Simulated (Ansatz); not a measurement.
Crystal: WAu.

```xyz
2
Lattice="0.0000 2.9092 2.9092 2.9092 0.0000 2.9092 2.9092 2.9092 0.0000" Properties=species:S:1:pos:R:3 pbc="T T T"
W     0.0000    0.0000    0.0000
Au    4.3638    4.3638    4.3638
```

The cell was built by a generator and needn't be a form met in nature.

Base run:

| Item | Value |
| --- | --- |
| Program | Ansatz 0.2.0 |
| Functional | r2SCAN |
| Potentials or basis | Ansatz PAW |
| Cutoff | 500 eV (not typed: the program's choice for these potentials) |
| k mesh | 8 × 8 × 8 |
| Occupations | fermi-dirac, width 0.05 eV |
| Spin | no spin polarisation |
| Hubbard terms | Au d U = 4 eV, W d U = 4 eV |

Its results: band gap on the k mesh none (metal or under the smearing width); pressure 11.1 GPa.

Task: The run is repeated on the same cell with these changes: hubbard terms from Au d U = 4 eV, W d U = 4 eV to Au d U = 5 eV, W d U = 5 eV. What comes out?

Result: Band gap on the k mesh none (metal or under the smearing width); pressure 16.3 GPa.

Caveats: U without spin polarisation on a metal has little footing; the PAW data sets come from PBE, with cores solved anew for the run's functional, which leaves a small shift of forces and pressure; the U is typed as a test and isn't derived for this compound.
